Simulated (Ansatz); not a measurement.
# C2H9BSSi: a ladder of functionals and wavefunction methods

One table from this session's results is given with a row withheld; the runs are named, their logs left out.

The runs use Ansatz 0.2.0, Gaussian basis; functionals in def2-TZVPP, the program's frozen cores in correlated methods.

The runs, in order: LDA (SPW92), PBE-D4, revPBE-D4, BLYP-D4, r2SCAN-D4, B97M-V, PBE0-D4, B3LYP-D4, r2SCANh-D4, r2SCAN0-D4, HSE06-D4, BHLYP-D4, CAM-B3LYP-D4, LC-ωPBE, ωB97X-V, ωB97M-V, B2PLYP, PBE-QIDH; CCSD(T)/def2-SVP; CCSD(T)/def2-TZVPP; MP2/def2-QZVPP; extrapolation to the limit; RPA on PBE.

**The relaxed structure**

All runs share one geometry, relaxed beforehand with PBE0-D4 in a triple-zeta def2 set.

SMILES `CCBS[SiH3]`, 14 atoms, charge 0, spin multiplicity 1.

Atoms are counted from 1 here; the program's logs count them from 0.

Bond lengths: C1–C2 1.529 Å, C1–H6 1.092 Å, C1–H7 1.093 Å, C1–H8 1.093 Å, C2–B3 1.560 Å, C2–H9 1.094 Å, C2–H10 1.102 Å, B3–S4 1.792 Å, B3–H11 1.201 Å, S4–Si5 2.148 Å, Si5–H12 1.483 Å, Si5–H13 1.484 Å, Si5–H14 1.483 Å. Angles: C2–C1–H6 111.5°, C2–C1–H7 111.2°, C2–C1–H8 111.2°, H6–C1–H7 107.9°, H6–C1–H8 107.5°, H7–C1–H8 107.4°, C1–C2–B3 114.1°, C1–C2–H9 110.9°, C1–C2–H10 108.7°, B3–C2–H9 112.2°, B3–C2–H10 104.8°, H9–C2–H10 105.5°, C2–B3–S4 120.7°, C2–B3–H11 120.5°, S4–B3–H11 118.8°, B3–S4–Si5 99.2°, S4–Si5–H12 110.4°, S4–Si5–H13 107.1° and more.

Coordinates:

```xyz
14

C    -1.0002    1.2001    1.9335
C     0.3236    0.9572    1.2089
B     0.2261   -0.0601    0.0301
S     1.0976    0.2357   -1.5077
Si    0.5762   -1.5688   -2.5504
H    -0.8684    1.8487    2.8026
H    -1.4393    0.2612    2.2792
H    -1.7297    1.6783    1.2752
H     0.7800    1.9035    0.9025
H     1.0359    0.5023    1.9163
H    -0.4173   -1.0673    0.1453
H     1.0906   -2.7534   -1.8210
H     1.2079   -1.4951   -3.8912
H    -0.8962   -1.6717   -2.6946
```

The first run:

File in.yaml:

```yaml
crystal:
  periodic: [false, false, false]
  atoms:
    - {symbol: C, position_ang: [-1.000203, 1.200098, 1.933484]}
    - {symbol: C, position_ang: [0.323634, 0.957232, 1.208940]}
    - {symbol: B, position_ang: [0.226074, -0.060136, 0.030121]}
    - {symbol: S, position_ang: [1.097610, 0.235748, -1.507684]}
    - {symbol: Si, position_ang: [0.576207, -1.568807, -2.550353]}
    - {symbol: H, position_ang: [-0.868364, 1.848721, 2.802551]}
    - {symbol: H, position_ang: [-1.439335, 0.261236, 2.279249]}
    - {symbol: H, position_ang: [-1.729654, 1.678318, 1.275202]}
    - {symbol: H, position_ang: [0.780044, 1.903488, 0.902538]}
    - {symbol: H, position_ang: [1.035877, 0.502348, 1.916253]}
    - {symbol: H, position_ang: [-0.417260, -1.067312, 0.145289]}
    - {symbol: H, position_ang: [1.090588, -2.753437, -1.820958]}
    - {symbol: H, position_ang: [1.207909, -1.495093, -3.891225]}
    - {symbol: H, position_ang: [-0.896227, -1.671704, -2.694608]}
basis:
  gaussian: {orbitals: def2-TZVPP}
hamiltonian: {xc: lda}
output: {orbitals: {seedname: orbitals}}
```

Steps of the session up to this table: LDA; PBE-D4 (GGA); revPBE-D4 (GGA); BLYP-D4 (GGA); r2SCAN-D4 (meta-GGA); B97M-V (meta-GGA); PBE0-D4 (hybrid); B3LYP-D4 (hybrid); r2SCANh-D4 (hybrid); r2SCAN0-D4 (hybrid); HSE06-D4 (hybrid); BHLYP-D4 (hybrid); CAM-B3LYP-D4 (range-separated); LC-ωPBE (range-separated); ωB97X-V (range-separated); ωB97M-V (range-separated); B2PLYP (double hybrid); PBE-QIDH (double hybrid).

One table of the session follows, with a row left open; its other results are not shown here.

It belongs to the step «Frontier levels by functional». 

| functional | HOMO (eV) | gap (eV) |
| --- | --- | --- |
| LDA (SPW92) | -6.91 | 4.61 |
| PBE-D4 | -6.81 | 4.75 |
| revPBE-D4 | -6.76 | 4.82 |
| BLYP-D4 | -6.63 | 4.76 |
| r2SCAN-D4 | -7.06 | 5.31 |
| B97M-V | -7.18 | 5.38 |
| PBE0-D4 | -7.94 | 6.81 |
| B3LYP-D4 | -7.70 | 6.39 |
| r2SCANh-D4 | -7.48 | 6.05 |
| r2SCAN0-D4 | -8.11 | 7.16 |
| HSE06-D4 | -7.54 | 6.04 |
| BHLYP-D4 | -8.92 | 8.84 |
| CAM-B3LYP-D4 | ? | ? |
| LC-ωPBE | -10.57 | 11.68 |
| ωB97X-V | -10.23 | 11.24 |
| ωB97M-V | -10.08 | 10.88 |

**Question.** Estimate the row for CAM-B3LYP-D4.

As computed: HOMO (eV): -9.20; gap (eV): 9.19. In the column «HOMO (eV)» it lies between ωB97M-V (-10.08) and BHLYP-D4 (-8.92).
